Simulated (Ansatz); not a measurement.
# Cu3Pt: one crystal by all-electron and frozen-core methods

Does the method matter for Cu3Pt? The same cell, functional and mesh are run with full-potential LAPW, PAW on the default files and datasets made for this crystal.

Method: DFT LDA, scalar-relativistic, in Ansatz 0.2.0.

## (1) The system as given

The structure is cubic, space group Pm-3m (No. 221). Conventional cell: a = 3.710 Å, b = 3.710 Å, c = 3.710 Å, α = 90.00°, β = 90.00°, γ = 90.00°. Cu (site symmetry 4/mmm) is surrounded by 8 Cu at 2.62 Å and 4 Pt at 2.62 Å. Pt (site symmetry m-3m) is surrounded by 12 Cu at 2.62 Å.

Structure file:

```
CELL_PARAMETERS angstrom
3.71000 0.00000 0.00000
0.00000 3.71000 0.00000
0.00000 0.00000 3.71000
ATOMIC_POSITIONS crystal
Cu 0.00000 0.50000 0.50000
Cu 0.50000 0.00000 0.50000
Cu 0.50000 0.50000 0.00000
Pt 0.00000 0.00000 0.00000
```

The cell comes from a crystallographic database entry that wasn't checked; take it as a given geometry, which may be far from equilibrium.

Atoms are numbered in the order of the input: Cu1, Cu2, Cu3, Pt4.

## (2) Full-potential LAPW

input.yaml

```yaml
crystal:
  lattice:
    - [3.71, 0.0, 0.0]
    - [0.0, 3.71, 0.0]
    - [0.0, 0.0, 3.71]
  atoms:
    - { symbol: Cu, position: [0.0, 0.5, 0.5] }
    - { symbol: Cu, position: [0.5, 0.0, 0.5] }
    - { symbol: Cu, position: [0.5, 0.5, 0.0] }
    - { symbol: Pt, position: [0.0, 0.0, 0.0] }
kpoints:
  mp_grid: { grid: [9, 9, 9] }
  band_path:
    path:
      - [0.0, 0.0, 0.0]
      - [0.0, 0.5, 0.0]
      - [0.5, 0.5, 0.0]
      - [0.0, 0.0, 0.0]
      - [0.5, 0.5, 0.5]
      - [0.0, 0.5, 0.0]
      - [0.5, 0.5, 0.5]
      - [0.5, 0.5, 0.0]
    npoints: 14
scf:
  occupations: { method: fermi_dirac, width: 0.05 }
hamiltonian:
  xc: lda
  pseudopotentials: { kind: all_electron, lapw: { basis_error: 0.001 } }
output:
  forces: true
  stress: true
  eigenvalues: true
  fatbands: true
  populations: true
  dos: { projected: true, de: 0.2, e_range: [-14, 8] }
```

Command:

```console
> ansatz run input.yaml --threads 1 --pin off --max-ram 4096MiB --backend cpu --events-out ev --progress --plain --runs-dir out
```

The log of the run:

```text
Cu: projections on atomic orbitals take those of the free atom 1s2 2s2 2p6 3s2 3p6 3d10 4s1, of charge +0.00 (hamiltonian.pseudopotentials.projection_atoms)
Pt: projections on atomic orbitals take those of the free atom 1s2 2s2 2p6 3s2 3p6 3d10 4s2 4p6 4d10 4f14 5s2 5p6 5d9 6s1, of charge +0.00 (hamiltonian.pseudopotentials.projection_atoms)
LAPW: plane waves up to 8.760 Å⁻¹, error target 1.0e-3 eV per atom; small_component_spin mean_spin; Cu in spheres of 1.283 Å, 19 of its electrons in bands, Dirac shells []; Pt in spheres of 1.341 Å, 42 of its electrons in bands, Dirac shells []
Engine: ansatz 0.2.0
Pseudopotentials: kind: all_electron
Pseudopotential: Cu, LAPW, valence charge 19, Koelling and Harmon's equation, gaussian nucleus
Pseudopotential: Pt, LAPW, valence charge 42, Koelling and Harmon's equation, gaussian nucleus
Functional definition: SPW92
  exchange = slater_x
  correlation = pw_c
Crystal: 4 atoms, lattice volume = 51.065 Å³
Basis set: ecut = 292.3592036205906 eV, 587 PW (Γ), exchange–correlation at level 2
Bands: 60, of which v1, the nominal top of the filled ones, is band 50 counted from 1 (49 counted from 0)
Symmetry: 48 space group operations
Space group: Pm-3m (ITA 221), of the structure as read, at distance tolerance 3.7e-5 Å
k-points: 35 of 729
Non-local potential: Cu, projectors of the file, none
Non-local potential: Pt, projectors of the file, none
Initial density: superposition of atomic densities (chi_scale 0.1, normalization cell, long waves kept (reshape's long-wave potential 0.00 eV rms))
Initial wavefunctions: plane waves of lowest kinetic energy (no species holds an atomic orbital)
Functional: x = slater, c = lda
iter 1 solved again at ethr=1.07e-3 eV; its pass at ethr=1.00e-1 eV (dr2=1.06e0 eV) is discarded
SCF iter   1: F=—  HF=-635577.990650 eV  |F-HF|=—  |Δ(HF+E_count)|=         —  Δρ=4.90e-2  dr2=1.07e0  ethr=1.07e-3  ⟨swp⟩=2.0  Hψ=13828  notcnv=0
preconditioner: auto → Kerker (q_TF=auto, 3.047 Å⁻¹)  [metal: Δε(μ)=0.012 eV  Ē_g=10.934 eV  σ=0.050 eV  W_gap=0.06  n_scr=26 (ndim 8)  ℏωp=34.1 eV  f_vac=0.000  D(μ)=4.04/eV (n_scr^D=32)]
SCF iter   2: F=—  HF=-635583.277328 eV  |F-HF|=—  |Δ(HF+E_count)|=    5.29e0  Δρ=5.81e-2  dr2=2.96e0  ethr=1.07e-3  ⟨swp⟩=3.0  Hψ=7076  notcnv=0  recentre
iter 3 solved again at ethr=5.60e-5 eV; its pass at ethr=1.07e-3 eV (dr2=5.54e-2 eV) is discarded
SCF iter   3: F=—  HF=-635574.719434 eV  |F-HF|=—  |Δ(HF+E_count)|=    8.56e0  Δρ=1.10e-2  dr2=5.54e-2  ethr=5.60e-5  ⟨swp⟩=2.0  Hψ=10768  notcnv=0
SCF iter   4: F=—  HF=-635574.679987 eV  |F-HF|=—  |Δ(HF+E_count)|=   3.94e-2  Δρ=8.49e-3  dr2=3.87e-2  ethr=5.60e-5  ⟨swp⟩=2.0  Hψ=6028  notcnv=0
SCF iter   5: F=—  HF=-635574.658630 eV  |F-HF|=—  |Δ(HF+E_count)|=   2.14e-2  Δρ=3.53e-3  dr2=9.01e-3  ethr=3.91e-5  ⟨swp⟩=2.0  Hψ=5889  notcnv=0
SCF iter   6: F=—  HF=-635574.658600 eV  |F-HF|=—  |Δ(HF+E_count)|=   2.95e-5  Δρ=1.29e-3  dr2=9.23e-4  ethr=9.10e-6  ⟨swp⟩=2.0  Hψ=6048  notcnv=0
SCF iter   7: F=—  HF=-635574.658240 eV  |F-HF|=—  |Δ(HF+E_count)|=   3.60e-4  Δρ=7.60e-4  dr2=5.91e-4  ethr=9.33e-7  ⟨swp⟩=2.1  Hψ=6051  notcnv=0
SCF iter   8: F=—  HF=-635574.657684 eV  |F-HF|=—  |Δ(HF+E_count)|=   5.55e-4  Δρ=1.50e-4  dr2=1.29e-5  ethr=5.97e-7  ⟨swp⟩=2.0  Hψ=6045  notcnv=0
SCF iter   9: F=—  HF=-635574.657677 eV  |F-HF|=—  |Δ(HF+E_count)|=   7.16e-6  Δρ=1.13e-4  dr2=8.25e-6  ethr=1.30e-8  ⟨swp⟩=2.0  Hψ=6045  notcnv=0
SCF iter  10: F=—  HF=-635574.657672 eV  |F-HF|=—  |Δ(HF+E_count)|=   4.97e-6  Δρ=2.02e-5  dr2=3.22e-7  ethr=8.34e-9  ⟨swp⟩=2.0  Hψ=6045  notcnv=0
SCF iter  11: F=—  HF=-635574.657672 eV  |F-HF|=—  |Δ(HF+E_count)|=   1.24e-7  Δρ=9.17e-6  dr2=5.75e-8  ethr=3.26e-10  ⟨swp⟩=2.0  Hψ=6045  notcnv=0
SCF iter  12: F=-635574.657672 eV  HF=-635574.657672 eV  |F-HF|=3.17e-8  |Δ(HF+E_count)|=   2.15e-8  Δρ=4.39e-6  dr2=1.41e-8  ethr=5.81e-11  ⟨swp⟩=2.0  Hψ=6045  notcnv=0
SCF 1 converged in 12 iterations: F = -635574.657672 eV  dr2 = 1.41e-8
NSCF: frozen V_eff on 99 k-points
SCF converged after 12 iterations
Free energy (F): -635574.657672 eV
Harris-Foulkes:  -635574.657672 eV  (|F-HF|=3.17e-8)
Internal energy: -635574.642723 eV  (E = F + TS)
E sigma→0 (E₀):  -635574.650198 eV
Entropy (-TS):   -0.014949 eV (-3.737 meV/atom)
Fermi energy:    19.241444 eV
--- Per-component energies (eV) ---
  E_band       = -4590.504853
  E_kinetic    = 705563.093761
  E_xc         = -14723.177732
  E_electrostatic = -1326414.558752  (all electrons and nuclei)
  E_smearing   = -0.014949  (= −TS)
  E_closure    = 0.000000  (closes the sum)
  E_atoms      = -635552.456777  (free atoms, spherical and without spin; not in F)
  Σ components = -635574.657672   (vs F -635574.657672, Δ=0.00e0)
  Basis errors (estimates in eV, not in F): energy 2.4e-4 per atom: plane waves 2.0e-4 (1.0e-4 summed), levels above the bands 1.6e-120, relativity 4.3e-9, radial functions 3.6e-5, core shells 3.0e-7; eigenvalues (radial functions only) 9.3e-7; not estimated: angular momenta, meshes, grids; target (lapw.basis_error) 1.0e-3; muffin-tin radii Cu 1.283 Å, Pt 1.341 Å
--- Forces (eV/Å), atoms counted from 1 ---
  atom   1  Cu     0.00000000    -0.00000000    -0.00000000
  atom   2  Cu     0.00000000    -0.00000000     0.00000000
  atom   3  Cu     0.00000000     0.00000000     0.00000000
  atom   4  Pt    -0.00000000    -0.00000000     0.00000000
  max |Σ_I F_I| component: 5.26e-31 eV/Å
--- Stress (GPa, compression-positive) ---
      -12.107570      -0.000000       0.000000
       -0.000000     -12.107570       0.000000
        0.000000       0.000000     -12.107570
  P = ⅓ Tr σ = -12.1076 GPa (-121.076 kbar)
--- Band table (eV; the first three rows and the last of 35) ---
  k-point 0: bands = ["-283.1268", "-283.1268", "-283.1268", "-283.1145", "-283.1145", "-92.0620", "-92.0519", "-92.0519", "-78.7503", "-49.9110", "-49.9110", "-49.9110", "-49.8745", "-49.8745", "-49.8745", "-49.8556", "-49.8556", "-49.8556", "-47.3440", "-47.3354", "-47.3354", "-47.3354", "-47.3281", "-47.3281", "-47.3281", "-32.8785", "-32.8785", "-32.8785", "9.9967", "13.8187", "13.8187", "14.6680", "14.6680", "14.6680", "14.8922", "16.5558", "16.5558", "16.5558", "17.4594", "17.4594", "17.9215", "18.0505", "18.0505", "18.0505", "18.5913", "18.5913", "19.1415", "19.1415", "19.1415", "21.0885", "21.0885", "21.0885", "26.3681", "28.0112", "28.0112", "30.7923", "30.7923", "30.7923", "33.2260", "33.2260"]
  k-point 1: bands = ["-283.1268", "-283.1268", "-283.1268", "-283.1145", "-283.1145", "-92.0617", "-92.0522", "-92.0519", "-78.7503", "-49.9100", "-49.9100", "-49.9093", "-49.8748", "-49.8748", "-49.8746", "-49.8573", "-49.8563", "-49.8563", "-47.3440", "-47.3354", "-47.3354", "-47.3354", "-47.3281", "-47.3281", "-47.3281", "-32.8795", "-32.8785", "-32.8785", "10.1512", "13.8872", "13.8924", "14.7121", "14.7219", "14.7219", "14.9331", "16.5057", "16.5947", "16.5947", "17.4171", "17.4732", "17.8820", "17.8890", "17.8890", "18.0506", "18.4903", "18.5383", "18.7932", "18.7932", "19.1356", "20.3620", "21.6378", "21.6378", "26.7189", "27.8466", "28.6887", "30.7170", "30.7422", "30.7422", "32.4362", "32.9172"]
  k-point 2: bands = ["-283.1268", "-283.1268", "-283.1268", "-283.1145", "-283.1145", "-92.0609", "-92.0530", "-92.0519", "-78.7503", "-49.9075", "-49.9075", "-49.9046", "-49.8755", "-49.8755", "-49.8747", "-49.8622", "-49.8581", "-49.8581", "-47.3440", "-47.3354", "-47.3354", "-47.3354", "-47.3281", "-47.3281", "-47.3281", "-32.8820", "-32.8786", "-32.8786", "10.6035", "14.0163", "14.0945", "14.8370", "14.8826", "14.8826", "15.0608", "16.3652", "16.7103", "16.7103", "17.2978", "17.4141", "17.4141", "17.5082", "17.7597", "18.0509", "18.1442", "18.2943", "18.2943", "18.4080", "19.0687", "19.1213", "22.7532", "22.7532", "27.0341", "27.4534", "30.0445", "30.0445", "30.3720", "30.5765", "31.2725", "33.0377"]
  k-point 34: bands = ["-283.1268", "-283.1268", "-283.1268", "-283.1145", "-283.1145", "-92.0555", "-92.0552", "-92.0552", "-78.7501", "-49.9295", "-49.9015", "-49.9014", "-49.9014", "-49.8624", "-49.8624", "-49.8560", "-49.8560", "-49.8559", "-47.3440", "-47.3354", "-47.3354", "-47.3354", "-47.3282", "-47.3282", "-47.3282", "-32.8843", "-32.8841", "-32.8841", "13.6926", "13.7599", "13.7599", "14.4059", "16.2470", "16.2470", "16.4808", "16.5509", "16.5509", "16.5983", "16.5983", "16.6422", "17.6676", "17.6676", "17.7033", "17.9288", "18.3001", "18.3331", "18.3331", "18.4927", "18.4927", "19.3063", "19.4848", "19.4848", "23.2798", "24.7077", "24.7077", "25.1465", "37.6752", "37.6752", "37.8900", "38.2293"]
--- Löwdin populations: 4 sites ---
  site symbol       q [e]
     0     Cu     28.7303
     1     Cu     28.7303
     2     Cu     28.7303
     3     Pt     78.2710
  spilling = 0.003261 (of n_electrons = 165.000000)
```

It took 2.1 min on 1 thread of Arm Neoverse V2, shared host; peak memory 0.53 GiB.

This run gives: pressure -12.11 GPa; no gap.

At the corners of the path (eV, zero at the Fermi level):

| point | band 47 | band 48 | band 49 | band 50 | band 51 | band 52 | band 53 |
| --- | --- | --- | --- | --- | --- | --- | --- |
| Γ | -0.10 | -0.10 | -0.10 | 1.85 | 1.85 | 1.85 | 7.13 |
| X | -1.46 | -1.19 | -1.07 | -0.15 | 6.64 | 6.64 | 7.53 |
| M | -1.49 | -1.49 | -0.06 | -0.06 | 0.81 | 1.77 | 9.10 |
| Γ | -0.10 | -0.10 | -0.10 | 1.85 | 1.85 | 1.85 | 7.13 |
| R | -0.76 | -0.50 | -0.50 | -0.39 | -0.39 | -0.39 | 3.72 |
| X | -1.46 | -1.19 | -1.07 | -0.15 | 6.64 | 6.64 | 7.53 |
| R | -0.76 | -0.50 | -0.50 | -0.39 | -0.39 | -0.39 | 3.72 |
| M | -1.49 | -1.49 | -0.06 | -0.06 | 0.81 | 1.77 | 9.10 |

States per cell, counted by energy window (eV from the Fermi level, on a grid of 0.20 eV):

```
from  to  total  Cu 3d  Pt 5d  Cu 4s
 -10  -9   0.00   0.00   0.00   0.00
  -9  -8   0.22   0.00   0.00   0.15
  -8  -7   0.44   0.01   0.01   0.28
  -7  -6   0.73   0.05   0.06   0.39
  -6  -5   2.20   0.53   0.71   0.74
  -5  -4   4.67   2.20   1.87   0.39
  -4  -3   6.44   4.02   2.07   0.15
  -3  -2  12.31  10.77   1.03   0.25
  -2  -1  10.39   8.49   1.64   0.11
  -1   0   5.33   3.09   1.77   0.31
   0   1   1.15   0.32   0.23   0.36
   1   2   0.99   0.15   0.16   0.22
   2   3   1.18   0.12   0.14   0.30
   3   4   0.92   0.05   0.07   0.22
   4   5   0.82   0.04   0.04   0.18
```

[end of part 1 of 2]
